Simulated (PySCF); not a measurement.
# C4H12NTa (Ta(NMe)Me3): the cost of one run

Programs: PySCF 2.14.0, with routines of our own; each step states its level. All values are computed. Atoms count from 0.

## 1. The starting structure

18 atoms, charge 0, multiplicity 1; geometry from: GFN2-xTB.

## 2. Relaxing the molecule at PBE0-D3(BJ)/def2-SVP

The job: settings as JSON, then the geometry in Å.

```
{"job": {"xc": "PBE0", "basis": "def2-SVP", "d3": "d3bj", "grid": 1, "maxiter": 30, "shake": 0.03, "kind": "geom"}, "charge": 0, "multiplicity": 1}
Ta     0.061570    -0.078360    -0.371920
N     -0.016510    -0.023970     1.398000
C     -0.056720    -0.016150     2.779130
H      0.728830     0.813810     3.177450
H     -1.022140     0.104120     3.161510
H      0.387680    -0.942590     3.183670
C      2.209850    -0.003940    -1.021280
H      2.270760    -0.091840    -2.126000
H      2.750490    -0.798160    -0.524370
H      2.676130     0.927900    -0.731490
C     -1.116160     1.884580    -0.978730
H     -0.952180     2.024660    -2.066110
H     -0.790330     2.821480    -0.547580
H     -2.208890     1.844630    -0.771960
C     -1.109040    -1.918350    -1.028610
H     -2.091250    -1.934260    -0.566790
H     -0.536620    -2.760230    -0.787080
H     -1.241790    -1.836420    -2.100090
```

On the command line:

```sh
> OMP_NUM_THREADS=1 python heavy_run.py task.json out
```

One launch serves the whole session: the jobs run in the order shown.

Q: Estimate the wall time and peak memory of this first job on 1 thread of AMD EPYC 7R43, shared host.

About 3 min, with a peak of 0.67 GiB.
